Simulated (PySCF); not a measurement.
# C3H5NOSi: NMR shifts at several levels of theory, part 2 of 2

PySCF 2.14.0. Atoms count from 0. Earlier steps stand in the parts before.

## 8. Shielding tensors: KT2/pcSseg-2

The job: settings as JSON, then the geometry in Å.

```
{"job": {"kind": "nmr", "xc": "KT2", "basis": "pcSseg-2", "pop": false}, "charge": 0, "multiplicity": 1}
O     -2.240594    -1.552524    -0.281908
C     -1.837197    -0.766134     0.532457
C     -0.505244    -0.090426     0.415672
N     -0.081673     0.735115     1.311529
Si     1.432950     0.939659     0.340225
C      0.467717    -0.297298    -0.730533
H     -2.413727    -0.472129     1.443950
H      2.667929     0.464405     1.025806
H      1.633482     2.320370    -0.184191
H      0.079125     0.028191    -1.707575
H      0.835736    -1.329881    -0.826935
```

Method: GIAO KT2/pcSseg-2 NMR shielding, non-relativistic, gas phase.

The program printed:

```text
coarse grid: 10136 points
cycle   1  E = -543.2451403834  dE =  8.126e-01  |g| = 9.495e-01  |ddm| = 2.552e+00
cycle   2  E = -542.0992101837  dE =  1.146e+00  |g| = 2.414e+00  |ddm| = 5.030e+00
cycle   3  E = -543.4052074431  dE = -1.306e+00  |g| = 3.116e-01  |ddm| = 4.463e+00
cycle   4  E = -543.4123771587  dE = -7.170e-03  |g| = 2.793e-01  |ddm| = 5.583e-01
cycle   5  E = -543.4278588747  dE = -1.548e-02  |g| = 1.068e-01  |ddm| = 2.901e-01
cycle   6  E = -543.4304732741  dE = -2.614e-03  |g| = 2.560e-02  |ddm| = 1.167e-01
cycle   7  E = -543.4306546828  dE = -1.814e-04  |g| = 4.209e-03  |ddm| = 3.491e-02
cycle   8  E = -543.4306584183  dE = -3.736e-06  |g| = 1.778e-03  |ddm| = 5.629e-03
final grid: 94616 points
cycle   9  E = -543.4608193475  dE = -3.770e-04  |g| = 1.589e-02  |ddm| = 1.716e-01
cycle  10  E = -543.4607261816  dE =  9.317e-05  |g| = 2.333e-02  |ddm| = 4.016e-02
cycle  11  E = -543.4608428740  dE = -1.167e-04  |g| = 9.378e-03  |ddm| = 2.968e-02
cycle  12  E = -543.4608583668  dE = -1.549e-05  |g| = 3.060e-03  |ddm| = 8.731e-03
cycle  13  E = -543.4608604939  dE = -2.127e-06  |g| = 7.238e-04  |ddm| = 4.195e-03
cycle  14  E = -543.4608605849  dE = -9.099e-08  |g| = 3.638e-04  |ddm| = 9.087e-04
cycle  15  E = -543.4608606126  dE = -2.773e-08  |g| = 1.036e-04  |ddm| = 3.799e-04
cycle  16  E = -543.4608606155  dE = -2.903e-09  |g| = 9.886e-06  |ddm| = 1.159e-04
cycle  17  E = -543.4608606155  dE = -2.888e-11  |g| = 3.714e-06  |ddm| = 1.776e-05
converged SCF energy = -543.4608606155

GIAO shielding tensors (ppm)
atom      isotropic    diamagn.    paramagn.     s11        s22        s33       span
  0 O     -324.966     392.313    -717.279   -904.936   -423.443    353.480   1258.416
  1 C       -5.519     245.483    -251.002    -86.185     -0.427     70.054    156.239
  2 C       -9.905     260.510    -270.415   -106.354    -10.507     87.145    193.500
  3 N     -176.688     318.976    -495.664   -570.643   -167.662    208.242    778.885
  4 Si     360.101     879.711    -519.609    325.040    334.651    420.613     95.572
  5 C      163.116     251.136     -88.020    146.975    157.382    184.991     38.016
  6 H       21.940      26.298      -4.358     21.273     21.871     22.677      1.405
  7 H       25.374      28.727      -3.353     23.210     24.290     28.623      5.413
  8 H       25.371      28.794      -3.423     23.203     24.279     28.631      5.428
  9 H       28.766      31.155      -2.388     25.601     27.683     33.016      7.415
 10 H       28.733      31.007      -2.274     25.554     27.649     32.996      7.442
```

It took 61 s on 1 thread of Arm Neoverse V1, shared host; peak memory 0.91 GiB.

In short: δ C2 192.2, C1 187.8, C5 19.2, O0 649.3, H6 9.24, H7 5.80 ppm (means over like atoms).

## 9. Shielding tensors: KT3/pcSseg-2

Settings changed since step 8:

```diff
@@ -1,2 +1,2 @@
-{"job": {"kind": "nmr", "xc": "KT2", "basis": "pcSseg-2", "pop": false}, "charge": 0, "multiplicity": 1}
+{"job": {"kind": "nmr", "xc": "KT3", "basis": "pcSseg-2", "pop": false}, "charge": 0, "multiplicity": 1}
 O     -2.240594    -1.552524    -0.281908
```

Level: GIAO KT3/pcSseg-2 NMR shielding, non-relativistic, gas phase.

The program printed:

```text
coarse grid: 10136 points
cycle   1  E = -542.6773731320  dE =  7.981e-01  |g| = 9.562e-01  |ddm| = 2.505e+00
cycle   2  E = -541.5209104068  dE =  1.156e+00  |g| = 2.428e+00  |ddm| = 6.198e+00
cycle   3  E = -542.8398806264  dE = -1.319e+00  |g| = 3.194e-01  |ddm| = 5.603e+00
cycle   4  E = -542.8488630304  dE = -8.982e-03  |g| = 2.746e-01  |ddm| = 5.786e-01
cycle   5  E = -542.8634162989  dE = -1.455e-02  |g| = 1.127e-01  |ddm| = 2.959e-01
cycle   6  E = -542.8663710824  dE = -2.955e-03  |g| = 2.486e-02  |ddm| = 1.225e-01
cycle   7  E = -542.8665403194  dE = -1.692e-04  |g| = 4.346e-03  |ddm| = 3.315e-02
cycle   8  E = -542.8665443987  dE = -4.079e-06  |g| = 1.650e-03  |ddm| = 5.525e-03
final grid: 94616 points
cycle   9  E = -542.8899836163  dE = -3.485e-04  |g| = 1.585e-02  |ddm| = 1.446e-01
cycle  10  E = -542.8898278636  dE =  1.558e-04  |g| = 3.099e-02  |ddm| = 4.256e-02
cycle  11  E = -542.8899955346  dE = -1.677e-04  |g| = 9.666e-03  |ddm| = 3.626e-02
cycle  12  E = -542.8900125343  dE = -1.700e-05  |g| = 2.851e-03  |ddm| = 9.837e-03
cycle  13  E = -542.8900144098  dE = -1.876e-06  |g| = 8.664e-04  |ddm| = 3.808e-03
cycle  14  E = -542.8900145779  dE = -1.680e-07  |g| = 2.549e-04  |ddm| = 9.693e-04
cycle  15  E = -542.8900145935  dE = -1.565e-08  |g| = 5.285e-05  |ddm| = 2.850e-04
cycle  16  E = -542.8900145943  dE = -7.569e-10  |g| = 1.021e-05  |ddm| = 5.848e-05
converged SCF energy = -542.8900145943

GIAO shielding tensors (ppm)
atom      isotropic    diamagn.    paramagn.     s11        s22        s33       span
  0 O     -317.635     395.327    -712.963   -888.919   -415.614    351.627   1240.547
  1 C       -4.545     246.287    -250.832    -87.504      2.734     71.133    158.637
  2 C       -9.196     260.420    -269.616   -108.955     -8.539     89.907    198.862
  3 N     -174.666     321.897    -496.563   -567.893   -165.697    209.592    777.485
  4 Si     370.633     879.515    -508.882    336.039    350.552    425.308     89.269
  5 C      161.712     251.610     -89.898    146.965    154.976    183.196     36.231
  6 H       22.035      26.383      -4.347     21.425     21.970     22.710      1.285
  7 H       25.783      29.381      -3.598     23.639     24.695     29.014      5.375
  8 H       25.779      29.478      -3.699     23.634     24.684     29.021      5.387
  9 H       28.932      31.585      -2.653     25.845     27.878     33.074      7.229
 10 H       28.899      31.380      -2.480     25.799     27.843     33.056      7.257
```

It took 55 s on 1 thread of Arm Neoverse V1, shared host; peak memory 0.91 GiB.

In short: δ C2 190.5, C1 185.9, C5 19.6, O0 641.4, H6 9.32, H7 5.57 ppm (means over like atoms).

## 10. NMR shieldings: B97-D/pcSseg-2

Settings changed since step 9:

```diff
@@ -1,2 +1,2 @@
-{"job": {"kind": "nmr", "xc": "KT3", "basis": "pcSseg-2", "pop": false}, "charge": 0, "multiplicity": 1}
+{"job": {"kind": "nmr", "xc": "B97-D", "basis": "pcSseg-2", "pop": false}, "charge": 0, "multiplicity": 1}
 O     -2.240594    -1.552524    -0.281908
```

With the program's defaults for keys left out, this is: GIAO B97-D/pcSseg-2 NMR shielding, non-relativistic, gas phase.

The program printed:

```text
coarse grid: 10136 points
cycle   1  E = -536.4909814139  dE =  7.755e-01  |g| = 9.595e-01  |ddm| = 2.535e+00
cycle   2  E = -535.3358355543  dE =  1.155e+00  |g| = 2.451e+00  |ddm| = 5.391e+00
cycle   3  E = -536.6512284531  dE = -1.315e+00  |g| = 3.276e-01  |ddm| = 4.788e+00
cycle   4  E = -536.6628167674  dE = -1.159e-02  |g| = 2.592e-01  |ddm| = 5.320e-01
cycle   5  E = -536.6747573290  dE = -1.194e-02  |g| = 1.181e-01  |ddm| = 2.748e-01
cycle   6  E = -536.6779577906  dE = -3.200e-03  |g| = 2.544e-02  |ddm| = 1.232e-01
cycle   7  E = -536.6781350550  dE = -1.773e-04  |g| = 4.393e-03  |ddm| = 3.256e-02
cycle   8  E = -536.6781391765  dE = -4.121e-06  |g| = 1.681e-03  |ddm| = 5.474e-03
final grid: 94616 points
cycle   9  E = -536.6810075732  dE = -1.226e-04  |g| = 9.378e-03  |ddm| = 7.224e-02
cycle  10  E = -536.6809217649  dE =  8.581e-05  |g| = 2.118e-02  |ddm| = 2.595e-02
cycle  11  E = -536.6810171332  dE = -9.537e-05  |g| = 5.545e-03  |ddm| = 2.135e-02
cycle  12  E = -536.6810226695  dE = -5.536e-06  |g| = 1.675e-03  |ddm| = 6.332e-03
cycle  13  E = -536.6810233453  dE = -6.758e-07  |g| = 4.878e-04  |ddm| = 1.935e-03
cycle  14  E = -536.6810233953  dE = -4.997e-08  |g| = 1.503e-04  |ddm| = 4.893e-04
cycle  15  E = -536.6810233997  dE = -4.437e-09  |g| = 3.685e-05  |ddm| = 1.338e-04
cycle  16  E = -536.6810234000  dE = -3.334e-10  |g| = 7.322e-06  |ddm| = 4.133e-05
converged SCF energy = -536.6810234000

GIAO shielding tensors (ppm)
atom      isotropic    diamagn.    paramagn.     s11        s22        s33       span
  0 O     -345.077     396.354    -741.431   -954.482   -436.107    355.359   1309.841
  1 C      -14.848     247.020    -261.868    -99.740    -11.855     67.052    166.792
  2 C      -19.043     259.533    -278.576   -122.838    -20.765     86.474    209.312
  3 N     -193.730     322.483    -516.213   -607.296   -186.947    213.054    820.350
  4 Si     351.229     878.277    -527.048    316.312    331.917    405.458     89.146
  5 C      159.227     250.781     -91.554    143.200    154.125    180.355     37.156
  6 H       21.878      27.229      -5.351     20.992     21.910     22.731      1.739
  7 H       25.763      29.259      -3.496     23.596     24.715     28.977      5.380
  8 H       25.759      29.342      -3.582     23.590     24.705     28.983      5.393
  9 H       29.046      31.368      -2.322     26.014     28.068     33.056      7.042
 10 H       29.013      31.232      -2.219     25.969     28.033     33.037      7.068
```

Run time: 57 s. Hardware: 1 thread of Arm Neoverse V1, shared host; peak memory 0.91 GiB.

This run: δ C2 198.1, C1 193.9, C5 19.8, O0 670.3, H6 9.52, H7 5.64 ppm (means over like atoms).

## 11. NMR shieldings: B3LYP/pcSseg-2

Settings changed since step 10:

```diff
@@ -1,2 +1,2 @@
-{"job": {"kind": "nmr", "xc": "B97-D", "basis": "pcSseg-2", "pop": false}, "charge": 0, "multiplicity": 1}
+{"job": {"kind": "nmr", "xc": "B3LYP", "basis": "pcSseg-2", "pop": false}, "charge": 0, "multiplicity": 1}
 O     -2.240594    -1.552524    -0.281908
```

Level: GIAO B3LYP/pcSseg-2 NMR shielding, non-relativistic, gas phase.

The program printed:

```text
coarse grid: 10136 points
cycle   1  E = -536.7207278195  dE =  8.535e-01  |g| = 9.015e-01  |ddm| = 2.483e+00
cycle   2  E = -536.1225300771  dE =  5.982e-01  |g| = 1.951e+00  |ddm| = 3.153e+00
cycle   3  E = -536.8733877555  dE = -7.509e-01  |g| = 1.979e-01  |ddm| = 2.513e+00
cycle   4  E = -536.8793422192  dE = -5.954e-03  |g| = 1.253e-01  |ddm| = 2.878e-01
cycle   5  E = -536.8821649413  dE = -2.823e-03  |g| = 5.002e-02  |ddm| = 1.240e-01
cycle   6  E = -536.8827092943  dE = -5.444e-04  |g| = 1.108e-02  |ddm| = 5.112e-02
cycle   7  E = -536.8827374257  dE = -2.813e-05  |g| = 2.274e-03  |ddm| = 1.229e-02
cycle   8  E = -536.8827385200  dE = -1.094e-06  |g| = 6.486e-04  |ddm| = 3.053e-03
final grid: 94616 points
cycle   9  E = -536.8917948611  dE = -4.033e-05  |g| = 4.400e-03  |ddm| = 3.742e-02
cycle  10  E = -536.8917867365  dE =  8.125e-06  |g| = 7.595e-03  |ddm| = 8.447e-03
cycle  11  E = -536.8917985936  dE = -1.186e-05  |g| = 1.700e-03  |ddm| = 6.207e-03
cycle  12  E = -536.8917991368  dE = -5.432e-07  |g| = 3.135e-04  |ddm| = 1.864e-03
cycle  13  E = -536.8917991561  dE = -1.930e-08  |g| = 1.354e-04  |ddm| = 4.033e-04
cycle  14  E = -536.8917991592  dE = -3.123e-09  |g| = 6.730e-05  |ddm| = 1.397e-04
cycle  15  E = -536.8917991601  dE = -8.927e-10  |g| = 1.326e-05  |ddm| = 5.600e-05
converged SCF energy = -536.8917991601

GIAO shielding tensors (ppm)
atom      isotropic    diamagn.    paramagn.     s11        s22        s33       span
  0 O     -379.942     395.178    -775.120  -1024.089   -477.837    362.101   1386.190
  1 C      -22.145     245.397    -267.542   -114.757    -19.754     68.075    182.832
  2 C      -26.500     256.942    -283.443   -142.184    -25.619     88.302    230.486
  3 N     -213.761     322.389    -536.150   -643.398   -214.741    216.855    860.253
  4 Si     339.104     877.190    -538.087    302.175    321.410    393.727     91.552
  5 C      159.700     249.073     -89.372    143.191    154.527    181.384     38.193
  6 H       21.902      27.633      -5.732     20.965     21.816     22.925      1.960
  7 H       25.805      28.996      -3.191     23.586     24.670     29.159      5.573
  8 H       25.801      29.063      -3.262     23.582     24.659     29.164      5.582
  9 H       29.127      31.243      -2.116     26.016     28.058     33.306      7.290
 10 H       29.094      31.135      -2.042     25.973     28.022     33.286      7.313
```

Wall time 43 s (1 thread of Arm Neoverse V1, shared host); peak memory 1.1 GiB.

Key values: δ C2 205.7, C1 201.3, C5 19.5, O0 705.8, H6 9.49, H7 5.59 ppm (means over like atoms).

## 12. Side by side: NMR shifts

Shifts (ppm) of some atoms, chosen among heavy atoms and hydrogens apart, means over like atoms, with basis size and wall time:

```
           run     C2     C1    H6    H7     O0     N3    Si4  functions  time
   HF/pcSseg-2  202.7  196.7  9.14  5.21  689.5  467.1  -13.9        293  34 s
  LDA/pcSseg-2  210.4  210.0  9.69  6.07  740.6  491.7   -9.2        293  49 s
  PBE/pcSseg-2  203.8  200.8  9.64  5.83  705.8  470.6  -12.8        293  57 s
 BLYP/pcSseg-2  204.4  199.9  9.59  5.71  700.5  472.1  -16.7        293  63 s
 BP86/pcSseg-2  203.2  199.8  9.60  5.81  698.7  466.8  -12.5        293  59 s
 OPBE/pcSseg-2  196.4  194.0  9.67  5.72  678.8  450.6  -10.9        293  65 s
  KT2/pcSseg-2  192.2  187.8  9.24  5.80  649.3  436.8   -9.1        293  61 s
  KT3/pcSseg-2  190.5  185.9  9.32  5.57  641.4  433.4  -12.4        293  55 s
B97-D/pcSseg-2  198.1  193.9  9.52  5.64  670.3  451.6  -14.7        293  57 s
B3LYP/pcSseg-2  205.7  201.3  9.49  5.59  705.8  472.3  -14.5        293  43 s
```

## 13. Results

The summary covers parts 1 to 2.

```
                                                            quantity                   value
                                13C shifts against TMS (HF/pcSseg-2)  202.7, 196.7, 16.6 ppm
1H shifts against TMS (HF/pcSseg-2, means over atoms taken as alike)    9.14, 5.21, 2.06 ppm
                                17O shifts against H2O (HF/pcSseg-2)               689.5 ppm
                                15N shifts against NH3 (HF/pcSseg-2)               467.1 ppm
                               29Si shifts against TMS (HF/pcSseg-2)               -13.9 ppm
                                            range of the shift of O0      641.4 to 740.6 ppm
```

What this shows: Single values in the summary come from the first sound run of each kind (HF/pcSseg-2), which need not be the best level. H6 (hydrogen on an aldehyde carbonyl carbon) lies farthest downfield among hydrogen, at 9.14 ppm; the formyl region, downfield of aromatic protons. At HF/pcSseg-2: The widest tensor belongs to O0: span 1362 ppm, with a paramagnetic part of -758 ppm. Across the 10 runs the shift of O0 moves most, between 641.4 (KT3/pcSseg-2) and 740.6 ppm (LDA/pcSseg-2).
